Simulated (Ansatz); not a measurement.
# AlBH₅NS: one species, many methods

An exercise on one series of results from a longer session: the logs are not shown, and one member is left open.

The runs use Ansatz 0.2.0, Gaussian basis; functionals in def2-TZVPP, the program's frozen cores in correlated methods.

The runs, in order: LDA (SPW92), PBE-D4, revPBE-D4, BLYP-D4, r2SCAN-D4, B97M-V, PBE0-D4, B3LYP-D4, r2SCANh-D4, r2SCAN0-D4, HSE06-D4, BHLYP-D4, CAM-B3LYP-D4, LC-ωPBE, ωB97X-V, ωB97M-V, B2PLYP, PBE-QIDH; CCSD(T)/def2-SVP; CCSD(T)/def2-TZVPP; MP2/def2-QZVPP; extrapolation to the limit; RPA on PBE.

## The geometry

An earlier PBE0-D4 in a triple-zeta def2 set relaxation fixed the geometry.

SMILES `B[S][AlH][NH2]`, 9 atoms, charge 0, spin multiplicity 1.

Atoms are counted from 1 here; the program's logs count them from 0.

Bond lengths: B1–S2 1.780 Å, B1–H5 1.193 Å, B1–H6 1.194 Å, S2–Al3 2.214 Å, Al3–N4 1.758 Å, Al3–H7 1.576 Å, N4–H8 1.007 Å, N4–H9 1.006 Å. Angles: S2–B1–H5 117.1°, S2–B1–H6 122.6°, H5–B1–H6 120.3°, B1–S2–Al3 101.4°, S2–Al3–N4 121.6°, S2–Al3–H7 118.2°, N4–Al3–H7 120.1°, Al3–N4–H8 123.2°, Al3–N4–H9 126.1°, H8–N4–H9 110.7°.

Geometry (Å):

```xyz
9
charge 0, multiplicity 1
B    -1.77489    0.85052    0.02672
S    -1.00591    0.43630    1.57726
Al    0.90015   -0.45798    0.89399
N     1.29331   -0.59804   -0.81387
H    -2.85057    1.36515    0.07310
H    -1.25583    0.63242   -1.02668
H     1.91391   -0.97488    1.98420
H     2.15300   -1.00068   -1.15053
H     0.71523   -0.29911   -1.58128
```

The first run:

Input file in.yaml:

```yaml
crystal:
  periodic: [false, false, false]
  atoms:
    - {symbol: B, position_ang: [-1.774894, 0.850524, 0.026722]}
    - {symbol: S, position_ang: [-1.005907, 0.436301, 1.577258]}
    - {symbol: Al, position_ang: [0.900148, -0.457983, 0.893989]}
    - {symbol: N, position_ang: [1.293313, -0.598037, -0.813867]}
    - {symbol: H, position_ang: [-2.850566, 1.365148, 0.073099]}
    - {symbol: H, position_ang: [-1.255833, 0.632418, -1.026684]}
    - {symbol: H, position_ang: [1.913911, -0.974877, 1.984200]}
    - {symbol: H, position_ang: [2.152997, -1.000682, -1.150533]}
    - {symbol: H, position_ang: [0.715232, -0.299111, -1.581284]}
basis:
  gaussian: {orbitals: def2-TZVPP}
hamiltonian: {xc: lda}
output: {orbitals: {seedname: orbitals}}
```

Started as:

```
> ansatz run in.yaml --threads 2 --pin off --events-out ev --progress --plain --max-ram 4352MiB
```

Among the steps run: LDA; PBE-D4 (GGA); revPBE-D4 (GGA); BLYP-D4 (GGA); r2SCAN-D4 (meta-GGA); B97M-V (meta-GGA); PBE0-D4 (hybrid); B3LYP-D4 (hybrid); r2SCANh-D4 (hybrid); r2SCAN0-D4 (hybrid); HSE06-D4 (hybrid); BHLYP-D4 (hybrid); CAM-B3LYP-D4 (range-separated); LC-ωPBE (range-separated); ωB97X-V (range-separated); ωB97M-V (range-separated); B2PLYP (double hybrid); PBE-QIDH (double hybrid).

One table of the session follows, with a row left open; its other results are not shown here.

It belongs to the step «Frontier levels by functional». 

| functional | HOMO (eV) | LUMO (eV) | gap (eV) |
| --- | --- | --- | --- |
| LDA (SPW92) | -6.56 | -2.72 | 3.84 |
| PBE-D4 | -6.37 | -2.47 | 3.90 |
| revPBE-D4 | -6.30 | -2.36 | 3.94 |
| BLYP-D4 | -6.22 | -2.28 | 3.94 |
| r2SCAN-D4 | -6.65 | -2.16 | 4.49 |
| B97M-V | -6.70 | -2.22 | 4.48 |
| PBE0-D4 | -7.70 | -1.55 | 6.16 |
| B3LYP-D4 | -7.45 | -1.72 | 5.72 |
| r2SCANh-D4 | -7.15 | -1.84 | 5.31 |
| r2SCAN0-D4 | -7.91 | -1.37 | 6.54 |
| HSE06-D4 | -7.30 | -1.93 | 5.37 |
| BHLYP-D4 | -8.89 | -0.54 | 8.35 |
| CAM-B3LYP-D4 | -9.10 | -0.46 | 8.64 |
| LC-ωPBE | -10.54 | 0.64 | 11.19 |
| ωB97X-V | -10.14 | 0.57 | 10.71 |
| ωB97M-V | ? | ? | ? |

Q: Estimate the row for ωB97M-V from the others.

The run gave: HOMO (eV): -10.03; LUMO (eV): 0.35; gap (eV): 10.37. In the column «HOMO (eV)» it lies between ωB97X-V (-10.14) and CAM-B3LYP-D4 (-9.10).
